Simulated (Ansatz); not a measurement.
**BiMo (rocksalt): a single-point run**

Aim: a sound single-point run of BiMo (rocksalt). The structure is shown as the input types it.

Method: Kohn-Sham DFT, with the functional, basis and potentials that each input names (as first typed), in Ansatz 0.2.0.

2 further runs of the same task are left out: 2 that didn't finish. Runs told in other sessions of the task aren't counted.

**1. The starting structure**

The structure is cubic, space group Fm-3m (No. 225). The conventional cell has a = 5.655 Å, b = 5.655 Å, c = 5.655 Å, α = 90.00°, β = 90.00°, γ = 90.00°. Around Mo (site symmetry m-3m) lie 6 Bi at 2.83 Å. Bi (site symmetry m-3m) has 6 Mo at 2.83 Å in its first shell of neighbours.

Structure file:

```
Mo Bi
1.0
     0.00000    2.82743    2.82743
     2.82743    0.00000    2.82743
     2.82743    2.82743    0.00000
Mo Bi
1 1
Direct
  0.50000 0.50000 0.50000
  0.00000 0.00000 0.00000
```

**2. Running it**

input.yaml

```yaml
crystal:
  lattice:
    - [0.0, 2.8274289403, 2.8274289403]
    - [2.8274289403, 0.0, 2.8274289403]
    - [2.8274289403, 2.8274289403, 0.0]
  atoms:
    - { symbol: Mo, position: [0.5, 0.5, 0.5] }
    - { symbol: Bi, position: [0.0, 0.0, 0.0] }
basis:
  ecutwfc: 500
  ecutrho_ratio: 4
kpoints:
  mp_grid: { grid: [10, 10, 10] }
hamiltonian:
  xc: r2scan
  hubbard: { sites: [{ species: Mo, l: f, u_eff: 4.0 }] }
scf:
  occupations: { method: gaussian, width: 0.05 }
  max_iter: 80
output:
  forces: true
  stress: true
```

Command:

```sh
$ ansatz run input.yaml --threads 2 --pin off --max-ram 2662MiB --backend cpu --events-out ev --progress --plain --runs-dir out
```

**Question.** How will this run end, and is anything wrong with its input?

The program refused the input before any cycle. It says: «inconsistent input (hamiltonian.hubbard.sites[].l, hamiltonian.hubbard.sites[].shell): the file of Mo doesn't list 4f, and it can't be added: PBE doesn't bind the shell 4f of the free atom, whose level lies at +1.05 eV ...»

In the input, hamiltonian.hubbard.sites is [{species: Mo, l: f, u_eff: 4.0}]. There is no such shell to put a U on.

Fix: delete hamiltonian.hubbard.sites.
